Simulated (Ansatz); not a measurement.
# C₂H₆OSSi: small, medium and large basis sets

How large a basis does C₂H₆OSSi need? Two functionals are run in growing sets.

Program: Ansatz 0.2.0, Gaussian basis. Level of theory: one geometry, several basis sets. These are calculated values, not measurements.

The runs, in order: PBE0-D4/def2-SVP; ωB97M-V/def2-SVP; PBE0-D4/def2-QZVPP; ωB97M-V/def2-QZVPP; the functionals' def2-TZVPP values are taken from earlier runs.

**1. The geometry**

An earlier PBE0-D4 in a triple-zeta def2 set relaxation fixed the geometry.

SMILES `SC1OC[SiH2]1`, 11 atoms, charge 0, spin multiplicity 1.

Atoms are counted from 1 here; the program's logs count them from 0.

Bond lengths: S1–C2 1.805 Å, S1–H6 1.345 Å, C2–O3 1.432 Å, C2–Si5 1.902 Å, C2–H7 1.090 Å, O3–C4 1.447 Å, C4–Si5 1.891 Å, C4–H8 1.091 Å, C4–H9 1.095 Å, Si5–H10 1.486 Å, Si5–H11 1.486 Å. Angles: C2–S1–H6 97.3°, S1–C2–O3 114.9°, S1–C2–Si5 111.8°, S1–C2–H7 109.6°, O3–C2–Si5 89.4°, O3–C2–H7 109.4°, Si5–C2–H7 120.5°, C2–O3–C4 103.9°, O3–C4–Si5 89.4°, O3–C4–H8 110.0°, O3–C4–H9 111.1°, Si5–C4–H8 119.7°, Si5–C4–H9 115.6°, H8–C4–H9 109.3°, C2–Si5–C4 73.4°, C2–Si5–H10 114.4°, C2–Si5–H11 119.0°, C4–Si5–H10 115.4° and more.

**2. PBE0-D4 in def2-SVP**

Contents of in.yaml:

```yaml
crystal:
  periodic: [false, false, false]
  atoms:
    - {symbol: S, position_ang: [-0.195094, 2.210253, 0.266003]}
    - {symbol: C, position_ang: [-0.496797, 0.612561, -0.517859]}
    - {symbol: O, position_ang: [-1.144562, -0.355494, 0.315386]}
    - {symbol: C, position_ang: [-0.055031, -1.156155, 0.830090]}
    - {symbol: Si, position_ang: [1.064639, -0.472918, -0.531707]}
    - {symbol: H, position_ang: [-1.477567, 2.608259, 0.344533]}
    - {symbol: H, position_ang: [-1.079481, 0.756095, -1.427344]}
    - {symbol: H, position_ang: [-0.332757, -2.211048, 0.823303]}
    - {symbol: H, position_ang: [0.204299, -0.857682, 1.851094]}
    - {symbol: H, position_ang: [1.202763, -1.334892, -1.733941]}
    - {symbol: H, position_ang: [2.374988, 0.144019, -0.198856]}
basis:
  gaussian: {orbitals: def2-SVP}
hamiltonian: {xc: pbe0, dispersion: d4}
output: {orbitals: {seedname: orbitals}}
```

Further steps of the session: ωB97M-V in def2-SVP; PBE0-D4 in def2-QZVPP; ωB97M-V in def2-QZVPP.

**Question.** What will the summary of the whole plan be? Wanted: PBE0-D4: double and triple zeta above quadruple; ωB97M-V: double and triple zeta above quadruple.

The runs gave:

```
                                       quantity           value
PBE0-D4: double and triple zeta above quadruple  12.26, 0.84 eV
ωB97M-V: double and triple zeta above quadruple  12.38, 0.79 eV
```

**Reading.** For PBE0-D4 the step from double to triple zeta gains 11.43 eV and the next only 0.84 eV. Total energies overstate the basis error of differences, where much of it tends to cancel. The LUMO of ωB97M-V is positive and keeps falling with the basis (2.00 to 1.01 eV): an unbound level that the basis holds in place.
